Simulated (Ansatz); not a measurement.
# CH8AsBO: the cost of one run

Method: RKS PBE/def2-SVP, in Ansatz 0.2.0.

### Step 1. Starting point

Bond lengths: B1–O2 1.750 Å, O2–C3 1.400 Å, B1–H4 1.173 Å, B1–H5 1.171 Å, B1–H6 1.368 Å, B1–As7 2.372 Å, C3–H8 1.093 Å, C3–H9 1.092 Å, C3–H10 1.097 Å, As7–H11 1.517 Å, As7–H12 1.515 Å. Angles (14 of 20 angles, heavy atoms first): B1–O2–C3 115.0°, O2–B1–As7 102.8°, O2–B1–H4 109.4°, O2–B1–H5 106.0°, O2–B1–H6 46.4°, H4–B1–As7 106.8°, H5–B1–As7 110.3°, H6–B1–As7 56.5°, O2–C3–H8 111.0°, O2–C3–H9 107.2°, O2–C3–H10 112.1°, B1–As7–H11 101.4°, B1–As7–H12 94.8°, H4–B1–H5 120.2°.

As a file:

```xyz
12

B    -0.2470    0.6962    1.0892
O     0.4010   -0.8596    0.6180
C    -0.3945   -1.5852   -0.2764
H    -1.4019    0.7160    0.8825
H     0.1619    0.9042    2.1671
H     0.6803    0.3023    0.1644
As    0.7551    2.1757   -0.4702
H    -1.4025   -1.7269    0.1227
H     0.0778   -2.5604   -0.4115
H    -0.4719   -1.0925   -1.2534
H     1.9087    1.3348   -0.9843
H    -0.0671    1.6954   -1.6481
```

### Step 2. A restrained relaxation towards end A

Springs on the bonds that form and break draw the guess towards this end; the thresholds are loose.

File input.yaml:

```yaml
crystal:
  periodic: [false, false, false]
  atoms:
    - { symbol: B, position_ang: [-0.247, 0.6962, 1.0892] }
    - { symbol: O, position_ang: [0.401, -0.8596, 0.618] }
    - { symbol: C, position_ang: [-0.3945, -1.5852, -0.2764] }
    - { symbol: H, position_ang: [-1.4019, 0.716, 0.8825] }
    - { symbol: H, position_ang: [0.1619, 0.9042, 2.1671] }
    - { symbol: H, position_ang: [0.6803, 0.3023, 0.1644] }
    - { symbol: As, position_ang: [0.7551, 2.1757, -0.4702] }
    - { symbol: H, position_ang: [-1.4025, -1.7269, 0.1227] }
    - { symbol: H, position_ang: [0.0778, -2.5604, -0.4115] }
    - { symbol: H, position_ang: [-0.4719, -1.0925, -1.2534] }
    - { symbol: H, position_ang: [1.9087, 1.3348, -0.9843] }
    - { symbol: H, position_ang: [-0.0671, 1.6954, -1.6481] }
basis:
  gaussian: { orbitals: def2-SVP }
hamiltonian:
  xc: pbe
relax:
  f_tol: 0.15
  max_steps: 25
  restrain:
    - { distance: [0, 6], at: 3.33, k: 30.0 }
    - { distance: [5, 1], at: 2.27, k: 30.0 }
    - { distance: [0, 1], at: 1.5, k: 30.0 }
    - { distance: [5, 6], at: 1.5, k: 30.0 }
```

Launch:

```
$ ansatz run input.yaml --threads 2 --pin off --max-ram 3072MiB --backend cpu --events-out ev --progress --plain --runs-dir out
```

Q: Estimate wall time and peak memory on 2 threads of Arm Neoverse V1, shared host.

About 23 s, with a peak of 0.15 GiB.
